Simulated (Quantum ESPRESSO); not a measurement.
Crystal: ScRu3.

```xyz
4
Lattice="3.9384 0.0000 0.0000 0.0000 3.9384 0.0000 0.0000 0.0000 3.9384" Properties=species:S:1:pos:R:3 pbc="T T T"
Ru    1.9692    1.9692    0.0000
Ru    1.9692    0.0000    1.9692
Ru    0.0000    1.9692    1.9692
Sc    0.0000    0.0000    0.0000
```

The cell comes from a database or a generator and needn't be the stable form of this composition.

- Program: Quantum ESPRESSO 7.5
- Task: single point
- Functional: PBE
- Potentials or basis: SSSP 1.3 efficiency PBE
- Cutoff: 816 eV
- Density cutoff: 3265 eV
- k mesh: 7 × 7 × 7
- Occupations: fermi-dirac, width 0.05 eV
- Spin: no spin polarisation

On this cell: pressure -1.8 GPa; largest force zero by symmetry; band gap on the k mesh none (metal or under the smearing width).

The same run follows on a disturbed copy (atoms moved at random, drawn with an rms of 0.05 Å):

```
Ru Sc
1.0
     3.93844    0.00000    0.00000
     0.00000    3.93844    0.00000
     0.00000    0.00000    3.93844
Ru Sc
3 1
Cartesian
  1.9833 1.9466 -0.0002
  1.9732 0.0087 1.9716
  -0.0270 1.9570 1.9167
  -0.0020 0.0057 0.0306
```

Question: What changes?

Answer: The energy (extrapolated to zero smearing) moves by +6.0 meV/atom; pressure -1.5 GPa; largest force 0.580 eV/Å; band gap on the k mesh none (metal or under the smearing width).

Forces in eV/Å, atoms in the order of the input:
```
Ru  -0.134  0.180 -0.116
Ru  -0.084 -0.077  0.188
Ru   0.075  0.133  0.439
Sc   0.144 -0.236 -0.510
```

Stress tensor (GPa, compression positive):
```
-1.52  0.01  0.04
 0.01 -1.27  0.04
 0.04  0.04 -1.63
```
